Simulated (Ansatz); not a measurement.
# LiSi3N2: the cost of one run

Method: DFT PBE, scalar-relativistic, plane waves, PAW, in Ansatz 0.2.0.

2 further runs of the same task are left out: 1 that didn't finish, 1 set aside as unsound or not needed.

## 1. The starting structure

It takes space group P6/mmm (No. 191, hexagonal). The conventional cell has a = 5.421 Å, b = 5.421 Å, c = 2.967 Å, α = 90.00°, β = 90.00°, γ = 120.00°. Li (site symmetry 6/mmm) has 2 Li at 2.97 Å and 12 Si at 3.09 Å and 6 N at 3.13 Å in its first shell of neighbours. Around Si (site symmetry mmm) lie 4 N at 2.16 Å and 6 Si at 2.71 to 2.97 Å and 4 Li at 3.09 Å. N (site symmetry -6m2) is surrounded by 6 Si at 2.16 Å and 5 N at 2.97 to 3.13 Å and 3 Li at 3.13 Å.

As a file:

```cif
data_structure
_symmetry_space_group_name_H-M 'P6/mmm'
_symmetry_Int_Tables_number 191
_cell_length_a 5.4212
_cell_length_b 5.4212
_cell_length_c 2.9671
_cell_angle_alpha 90.000
_cell_angle_beta 90.000
_cell_angle_gamma 120.000
_cell_volume 75.52
loop_
_atom_site_label
_atom_site_type_symbol
_atom_site_symmetry_multiplicity
_atom_site_Wyckoff_symbol
_atom_site_fract_x
_atom_site_fract_y
_atom_site_fract_z
_atom_site_occupancy
Li1 Li 1 a 0.00000 0.00000 0.00000 1
Si1 Si 3 g 0.00000 0.50000 0.50000 1
N1 N 2 c 0.66667 0.33333 0.00000 1
```

A structure generator made this guess: species swapped into a database cell of NdB2Ru3 (P6/mmm, No. 191), with Li on the Nd sites, N on the B sites and Si on the Ru sites. Lengths come from tabulated atomic sizes and are only a guess.

## 2. The guess as it stands, on a coarse mesh

The input, input.yaml:

```yaml
crystal:
  lattice:
    - [5.42123997, 0.0, 0.0]
    - [-2.71061999, 4.69493153, 0.0]
    - [0.0, 0.0, 2.96705228]
  atoms:
    - { symbol: Li, position: [0.0, 0.0, 0.0] }
    - { symbol: Si, position: [0.0, 0.5, 0.5] }
    - { symbol: Si, position: [0.5, 0.0, 0.5] }
    - { symbol: Si, position: [0.5, 0.5, 0.5] }
    - { symbol: "N", position: [0.66666667, 0.33333333, 0.0] }
    - { symbol: "N", position: [0.33333333, 0.66666667, 0.0] }
basis:
  ecutwfc: 420
kpoints:
  mp_grid: { grid: [6, 6, 6] }
hamiltonian:
  xc: pbe
scf:
  occupations: { method: gaussian, width: 0.1 }
  lower_state_search: "off"
output:
  forces: true
  stress: true
  eigenvalues: true
```

The run is started by

```sh
ansatz run input.yaml --threads 1 --pin off --max-ram 2560MiB --backend cpu --events-out ev --progress --plain --runs-dir out
```

Q: Estimate wall time and peak memory on 1 thread of AMD EPYC (Zen 3), shared host.

About 4.8 s, with a peak of 0.36 GiB.
